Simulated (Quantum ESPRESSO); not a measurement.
## GaGe: equation of state with LDA

Crystal: GaGe.

```
Ge Ga
1.0
     0.00000    2.89784    2.89784
     2.89784    0.00000    2.89784
     2.89784    2.89784    0.00000
Ge Ga
1 1
Direct
  0.00000 0.00000 0.00000
  0.25000 0.25000 0.25000
```

The cell comes from a database or a generator and needn't be the stable form of this composition.

```json
{
 "Program": "Quantum ESPRESSO 7.5",
 "Task": "equation of state",
 "Functional": "LDA",
 "Potentials or basis": "GBRV 1.5 LDA",
 "Cutoff": "762 eV",
 "Density cutoff": "6095 eV",
 "k mesh": "8 × 8 × 8",
 "Occupations": "fermi-dirac, width 0.05 eV",
 "Spin": "no spin polarisation",
 "Form of the LDA correlation": "PZ81",
 "Mixing beta": "0.5",
 "Most SCF iterations": "120",
 "SCF threshold": "4e-10 Ry"
}
```

The equilibrium volume is 22.45 Å³/atom (rough: see the caveat). The bulk modulus is 61 GPa (rough).

Energy against volume, from the lowest point:
```csv
volume (Å³/atom),energy (meV/atom)
22.875,0.00
23.361,5.06
23.848,13.31
24.335,24.37
24.821,37.93
25.308,53.68
25.795,71.34
```

All runs of the series together: 2.4 min on 2 threads of Arm Neoverse V1 (shared host).

Caveat: the minimum lies outside the volumes run.
